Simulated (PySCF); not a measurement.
# COSe (Carbonyl selenide): the cost of one run

The runs use PySCF 2.14.0, with density-fitted response routines of our own; the level of theory stands in each step. All values are computed, except where a source is named. Atoms count from 0, in the outputs and in this text.

## 1. Starting geometry

3 atoms, charge 0, multiplicity 1; geometry from: GFN2-xTB.

Bonds of the start (Å): O0–C1 1.15, C1–Se2 1.67.

## 2. Geometry optimisation at PBE0-D3(BJ)/def2-SVP

What the job is given:

```
{"job": {"xc": "PBE0", "basis": "def2-SVP", "d3": "d3bj", "grid": 1, "kind": "geom"}, "charge": 0, "multiplicity": 1}
O     -1.138110     0.767710    -0.012760
C     -0.140150     0.187530    -0.009150
Se     1.301220    -0.649900    -0.003190
```

Run with:

```console
> OMP_NUM_THREADS=1 python probes_run.py task.json out
```

The driver reads the jobs from task.json and runs them one after another.

Q: Estimate the wall time and peak memory of this first job on 1 thread of Arm Neoverse V2, shared host.

About 4.1 s, with a peak of 0.27 GiB.
